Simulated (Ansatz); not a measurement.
# C2H5Br: the cost of one run

Program: Ansatz 0.2.0. Level of theory: the levels named in each step. These are calculated values, not measurements.

## (1) Starting point

Bond lengths: C1–C2 1.513 Å, C2–Br3 1.960 Å, C1–H4 1.092 Å, C1–H5 1.089 Å, C1–H6 1.085 Å, C2–H7 1.093 Å, C2–H8 1.085 Å. Angles: C1–C2–Br3 111.0°, C1–C2–H7 111.9°, C1–C2–H8 112.0°, Br3–C2–H7 105.7°, Br3–C2–H8 106.1°, H7–C2–H8 109.8°, C2–C1–H4 110.7°, C2–C1–H5 109.4°, C2–C1–H6 110.9°, H4–C1–H5 108.6°, H4–C1–H6 108.5°, H5–C1–H6 108.7°.

As a file:

```xyz
8

C    -2.1911   -0.5029    0.1554
C    -0.7974   -1.0885    0.2184
Br    0.5607    0.2952   -0.0695
H    -2.3758   -0.0495   -0.8208
H    -2.9230   -1.2933    0.3150
H    -2.3262    0.2555    0.9188
H    -0.6326   -1.8318   -0.5659
H    -0.5825   -1.5241    1.1890
```

## (2) A rough first relaxation, PBE-D4/def2-SVP

Contents of input.yaml:

```yaml
crystal:
  periodic: [false, false, false]
  atoms:
    - { symbol: C, position_ang: [-2.19107, -0.50293, 0.15542] }
    - { symbol: C, position_ang: [-0.79744, -1.0885, 0.21841] }
    - { symbol: Br, position_ang: [0.56072, 0.29521, -0.06954] }
    - { symbol: H, position_ang: [-2.37582, -0.0495, -0.82077] }
    - { symbol: H, position_ang: [-2.92297, -1.29328, 0.31499] }
    - { symbol: H, position_ang: [-2.32618, 0.25553, 0.91884] }
    - { symbol: H, position_ang: [-0.63262, -1.83179, -0.56592] }
    - { symbol: H, position_ang: [-0.58253, -1.52407, 1.18902] }
basis:
  gaussian: { orbitals: def2-SVP }
hamiltonian:
  xc: pbe
  dispersion: d4
relax:
  f_tol: 0.03
  max_steps: 200
```

On the command line:

```bash
ansatz run input.yaml --threads 4 --pin off --max-ram 10240MiB --backend cpu --events-out ev --progress --plain --runs-dir out
```

What time and memory should one allow on 4 threads of Intel Xeon Platinum 8488C (Sapphire Rapids), shared host?

About 2.3 s, with a peak of 0.14 GiB.
